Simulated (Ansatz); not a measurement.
**H2BrO (doublet): wave-function methods side by side at distance Br1–H2 along a hydrogen transfer = 1.421 Å, cc-pVDZ**

Aim: climb from Hartree-Fock through coupled cluster and multireference methods for H2BrO (doublet) at one geometry and basis, and see what each rung misses.

Program: Ansatz 0.2.0, Gaussian basis. Level of theory: cc-pVDZ, core rule «outside noble gas», up to 15 orbitals frozen. These are calculated values, not measurements.

To be run: UHF; CCSD(T) on ROHF; CCSD(T) on UHF; BCCD(T) on ROHF; CISD; CCSDT(Q) on ROHF; CCSDT(Q) on UHF; CASSCF and MRCISD+Q, 3 electrons in 3 orbitals; CASSCF and NEVPT2, 3 electrons in 3 orbitals; CASSCF and MRCISD+Q, 15 electrons in 10 orbitals; CASSCF and NEVPT2, 15 electrons in 10 orbitals.

9 further runs of the same task are left out: 2 for a mislabelled method, 2 for a known fault of the program, 3 that didn't finish, 2 set aside as unsound or not needed.

### Step 1. What is computed

The geometry derives from fragments relaxed apart (PBE0/def2-TZVP) and kept rigid, so it is no stationary point. A hydrogen atom is moved between rigid fragments. No spin-orbit coupling is included. The filled d shell of Br may be among the frozen orbitals whatever the setting's name suggests; the logs give the count.

4 atoms, charge 0, spin multiplicity 2.

Atoms are counted from 1 here; the program's logs count them from 0.

Bond lengths: Br1–H2 1.421 Å, O3–H4 0.973 Å.

### Step 2. UHF

File in.yaml:

```yaml
crystal:
  periodic: [false, false, false]
  atoms:
    - {symbol: Br, position_ang: [-1.807615, 0.234988, 0.000000]}
    - {symbol: H, position_ang: [-0.387015, 0.234988, 0.000000]}
    - {symbol: O, position_ang: [0.971385, 0.234988, 0.000000]}
    - {symbol: H, position_ang: [1.223244, -0.704963, 0.000000]}
basis:
  gaussian: {orbitals: cc-pVDZ}
magnetization: {spin_polarized: true, initial_magnetization: 1}
hamiltonian: {xc: hf}
output: {orbitals: {seedname: orbitals}}
```

Run with:

```bash
$ ansatz run in.yaml --threads 1 --pin off --events-out ev --progress --plain --max-ram 2393MiB
```

The runs that follow: CCSD(T) on ROHF; CCSD(T) on UHF; BCCD(T) on ROHF; CISD; CCSDT(Q) on ROHF; CCSDT(Q) on UHF; CASSCF and MRCISD+Q, 3 electrons in 3 orbitals; CASSCF and NEVPT2, 3 electrons in 3 orbitals; CASSCF and MRCISD+Q, 15 electrons in 10 orbitals; CASSCF and NEVPT2, 15 electrons in 10 orbitals.

**Question.** What will the summary of the whole plan be? Wanted: UCCSDT(Q) below the RHF energy; RMP2 from UCCSDT(Q); UMP2 from UCCSDT(Q); RCCSD from UCCSDT(Q); RCCSD(T) from UCCSDT(Q); UCCSD(T) from UCCSDT(Q); RCCSDT(Q) from UCCSDT(Q); NEVPT2 pair from UCCSDT(Q); MRCISD+Q pair from UCCSDT(Q).

The runs gave:

| quantity | value |
| --- | --- |
| UCCSDT(Q) below the RHF energy | -8.9469 eV |
| RMP2 from UCCSDT(Q) | +988.8 meV |
| UMP2 from UCCSDT(Q) | +978.9 meV |
| RCCSD from UCCSDT(Q) | +187.5 meV |
| RCCSD(T) from UCCSDT(Q) | +34.2 meV |
| UCCSD(T) from UCCSDT(Q) | +33.2 meV |
| RCCSDT(Q) from UCCSDT(Q) | +0.9 meV |
| NEVPT2 pair from UCCSDT(Q) | +1043.8 meV |
| MRCISD+Q pair from UCCSDT(Q) | +268.9 meV |
| NEVPT2 valence from UCCSDT(Q) | +1790.6 meV |
| levels within 1 kcal/mol (43 meV) | RCCSD(T), UCCSD(T), BCCD(T), RCCSDT, UCCSDT, RCCSDT(Q) |
| T1 diagnostic | 0.028 |
| effectively unpaired electrons | 1.01 |

**Reading.** RCCSD(T) lands +34.2 meV from the yardstick (0.4 % of the correlation energy). One determinant dominates. Of the multireference levels listed MRCISD+Q valence comes nearest in total energy (+261.7 meV), which doesn't show that its space is the better one. Coupled cluster took another determinant than the lowest Hartree-Fock one. These misses are within one basis, not against nature; the frozen cores of restricted and unrestricted runs differ, which can shift their rows.
